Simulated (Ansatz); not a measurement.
**Te (bcc type): how the settings move a single-point run**

How sensitive is a single-point run of Te (bcc type) to its settings? A reference run comes first, then one run with altered input.

Computed with Ansatz 0.2.0 (reference: DFT, LDA, PAW with Ansatz's default frozen-core files, scalar-relativistic, unless a step's input says otherwise).

2 further runs of the same task are left out: 1 for a known fault of the program, 1 that didn't finish. Runs told in other sessions of the task aren't counted.

## (1) The starting structure

The structure is cubic, space group Im-3m (No. 229). Conventional cell: a = 3.027 Å, b = 3.027 Å, c = 3.027 Å, α = 90.00°, β = 90.00°, γ = 90.00°. Te (site symmetry m-3m) has 8 Te at 2.62 Å in its first shell of neighbours.

Structure file:

```cif
data_structure
_symmetry_space_group_name_H-M 'Im-3m'
_symmetry_Int_Tables_number 229
_cell_length_a 3.0274
_cell_length_b 3.0274
_cell_length_c 3.0274
_cell_angle_alpha 90.000
_cell_angle_beta 90.000
_cell_angle_gamma 90.000
_cell_volume 27.75
loop_
_atom_site_label
_atom_site_type_symbol
_atom_site_symmetry_multiplicity
_atom_site_Wyckoff_symbol
_atom_site_fract_x
_atom_site_fract_y
_atom_site_fract_z
_atom_site_occupancy
Te1 Te 2 a 0.00000 0.00000 0.00000 1
```

## (2) Reference

Contents of input.yaml:

```yaml
crystal:
  lattice:
    - [-1.5137238002, 1.5137238002, 1.5137238002]
    - [1.5137238002, -1.5137238002, 1.5137238002]
    - [1.5137238002, 1.5137238002, -1.5137238002]
  atoms:
    - { symbol: Te, position: [0.0, 0.0, 0.0] }
kpoints:
  mp_grid: { grid: [15, 15, 15] }
scf:
  occupations: { method: fermi_dirac, width: 0.1 }
hamiltonian:
  xc: lda
  pseudopotentials: { kind: paw }
output:
  forces: true
  stress: true
  eigenvalues: true
  populations: true
```

Launch:

```
$ ansatz run input.yaml --threads 1 --pin off --max-ram 2048MiB --backend cpu --events-out ev --progress --plain --runs-dir out
```

## (3) Changing settings: chi_scale 0.3, xc r2scan

Edit input.yaml of step 2 so:

```diff
@@ -11,4 +11,5 @@
   occupations: { method: fermi_dirac, width: 0.1 }
+  initial_density: { chi_scale: 0.3 }
 hamiltonian:
-  xc: lda
+  xc: r2scan
   pseudopotentials: { kind: paw }
```

Before running it: what results should come out? Wanted: for each run, ending; energy change; pressure; gap; force.

**Answer**, as computed:

```
                        run     ending   energy change  pressure (GPa)  gap (eV)  force (eV/Å)  cycles   time
                  reference  converged               -           197.3      0.00          0.00       6  1.9 s
1: chi_scale 0.3, xc r2scan  converged  not comparable           212.3      0.00          0.00       7  3.8 s
```

Residual by cycle in the longest SCF loop of each run; runs are numbered as in the table. The quantity is the density residual dr2, in eV.

```
cycle  reference    run 1
    1    0.00901   0.0263
    2    0.00161  0.00953
    3     8.4e-6   3.8e-4
    4     3.7e-7   2.9e-5
    5     5.0e-8   2.8e-6
    6     1.8e-9   1.2e-7
    7          -   3.0e-9
```

**Reading.** After a change of functional the difference of the totals has no physical meaning; the pressure goes from 197.3 to 212.3 GPa. At this fixed cell a higher pressure means that this functional prefers a larger volume than the reference. Cost: 7 SCF cycles against 6, 3.8 s against 1.9 s. Semilocal functionals close small gaps, and spin-orbit coupling, left out here, moves these band edges, so the missing gap need not be the real solid's. The structure is not at rest: the sound run finds 197 GPa, so these are no properties of the relaxed crystal. 
